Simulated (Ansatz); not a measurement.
# C2H7NSi: up Jacob's ladder to CCSD(T)

How much do the methods differ for C2H7NSi? The plan is to run it at one geometry with functionals of several rungs and with coupled cluster, and see how far each lands from CCSD(T) at the basis-set limit for the atomisation energy.

Program: Ansatz 0.2.0, Gaussian basis. Level of theory: functionals in def2-TZVPP, the program's frozen cores in correlated methods. These are calculated values, not measurements.

Levels to be run: LDA (SPW92), PBE-D4, revPBE-D4, BLYP-D4, r2SCAN-D4, B97M-V, PBE0-D4, B3LYP-D4, r2SCANh-D4, r2SCAN0-D4, HSE06-D4, BHLYP-D4, CAM-B3LYP-D4, LC-ωPBE, ωB97X-V, ωB97M-V, B2PLYP, PBE-QIDH; CCSD(T)/def2-SVP; CCSD(T)/def2-TZVPP; MP2/def2-QZVPP; extrapolation to the limit; RPA on PBE.

## Step 1: The geometry

The geometry comes from an earlier relaxation with PBE0-D4 in a triple-zeta def2 set; it is a stationary point, not always the lowest conformer.

SMILES `NC1C[SiH2]1`, 11 atoms, charge 0, spin multiplicity 1.

Atoms are counted from 1 here; the program's logs count them from 0.

Bond lengths: N1–C2 1.437 Å, N1–H5 1.011 Å, N1–H6 1.014 Å, C2–C3 1.539 Å, C2–Si4 1.862 Å, C2–H7 1.094 Å, C3–Si4 1.848 Å, C3–H8 1.085 Å, C3–H9 1.086 Å, Si4–H10 1.479 Å, Si4–H11 1.476 Å. Angles: C2–N1–H5 111.6°, C2–N1–H6 111.3°, H5–N1–H6 108.2°, N1–C2–C3 114.5°, N1–C2–Si4 118.4°, N1–C2–H7 118.0°, C3–C2–Si4 65.0°, C3–C2–H7 113.0°, Si4–C2–H7 116.4°, C2–C3–Si4 65.9°, C2–C3–H8 117.0°, C2–C3–H9 114.2°, Si4–C3–H8 120.5°, Si4–C3–H9 117.1°, H8–C3–H9 113.8°, C2–Si4–C3 49.0°, C2–Si4–H10 119.1°, C2–Si4–H11 118.9° and more.

As a file:

```xyz
11

N    -1.3372    0.8261   -0.3142
C     0.0481    0.5874   -0.0151
C     0.2961   -0.5197    1.0252
Si    0.8450   -0.9559   -0.6851
H    -1.4504    1.2883   -1.2060
H    -1.7740    1.4015    0.3975
H     0.7014    1.4542    0.1186
H     1.0251   -0.3117    1.8013
H    -0.6079   -0.9970    1.3906
H     2.2887   -0.9399   -1.0055
H     0.0303   -1.8901   -1.4868
```

## Step 2: LDA

This LDA is Slater exchange with PW92 correlation.

in.yaml

```yaml
crystal:
  periodic: [false, false, false]
  atoms:
    - {symbol: N, position_ang: [-1.337217, 0.826076, -0.314151]}
    - {symbol: C, position_ang: [0.048130, 0.587387, -0.015126]}
    - {symbol: C, position_ang: [0.296138, -0.519690, 1.025200]}
    - {symbol: Si, position_ang: [0.844954, -0.955872, -0.685052]}
    - {symbol: H, position_ang: [-1.450353, 1.288254, -1.205983]}
    - {symbol: H, position_ang: [-1.773953, 1.401479, 0.397493]}
    - {symbol: H, position_ang: [0.701428, 1.454152, 0.118637]}
    - {symbol: H, position_ang: [1.025095, -0.311653, 1.801261]}
    - {symbol: H, position_ang: [-0.607948, -0.996975, 1.390622]}
    - {symbol: H, position_ang: [2.288737, -0.939911, -1.005460]}
    - {symbol: H, position_ang: [0.030288, -1.890147, -1.486841]}
basis:
  gaussian: {orbitals: def2-TZVPP}
hamiltonian: {xc: lda}
output: {orbitals: {seedname: orbitals}}
```

The runs that follow: PBE-D4 (GGA); revPBE-D4 (GGA); BLYP-D4 (GGA); r2SCAN-D4 (meta-GGA); B97M-V (meta-GGA); PBE0-D4 (hybrid); B3LYP-D4 (hybrid); r2SCANh-D4 (hybrid); r2SCAN0-D4 (hybrid); HSE06-D4 (hybrid); BHLYP-D4 (hybrid); CAM-B3LYP-D4 (range-separated); LC-ωPBE (range-separated); ωB97X-V (range-separated); ωB97M-V (range-separated); B2PLYP (double hybrid); PBE-QIDH (double hybrid); CCSD(T) in def2-SVP; CCSD(T) in def2-TZVPP; MP2 in def2-QZVPP; RPA on PBE orbitals.

Q: Predict the results of all the runs planned. Wanted: atomisation energy, CCSD(T)/CBS; farthest beyond LDA; mean size of error, GGA; mean size of error, meta-GGA; mean size of error, hybrid; mean size of error, range-separated; mean size of error, double hybrid; gap, smallest and largest; T1 diagnostic.

The runs gave:

| quantity | value |
| --- | --- |
| atomisation energy, CCSD(T)/CBS | 3894.3 kJ/mol |
| functionals within 19.5 kJ/mol (0.5 %) | revPBE-D4, BLYP-D4, r2SCAN-D4, B97M-V, PBE0-D4, B3LYP-D4, r2SCANh-D4, LC-ωPBE |
| farthest beyond LDA | BHLYP-D4 (-97.0 kJ/mol) |
| mean size of error, GGA | 30.7 kJ/mol |
| mean size of error, meta-GGA | 8.8 kJ/mol |
| mean size of error, hybrid | 34.4 kJ/mol |
| mean size of error, range-separated | 17.8 kJ/mol |
| mean size of error, double hybrid | 31.5 kJ/mol |
| gap, smallest and largest | 4.57 eV (LDA (SPW92)), 11.34 eV (LC-ωPBE) |
| T1 diagnostic | 0.0108 |
| triples share of the correlation energy | 4.0 % |

**Reading.** The LDA atomisation energy is off by 565.4 kJ/mol (15 %): it overbinds. PBE-D4 misses by +79.1 kJ/mol. Double hybrids carry the basis error of their MP2 part in triple zeta, and no dispersion term here, so their miss is partly the set-up's. The rungs meta-GGA, range-separated miss on average by less than the doubt on the reference (19.5 kJ/mol), so they tie. Misses under about 19.5 kJ/mol are within the doubt on the reference itself, which lacks core-valence correlation, relativity and higher excitations. Hartree-Fock recovers 71 % of the binding; the rest is correlation. CCSD(T) in def2-SVP is off by -227.6 kJ/mol, so the small basis spoils what the method gains. The gap grows from 4.6 to 11.3 eV across the functionals, mostly with the share of exact exchange.
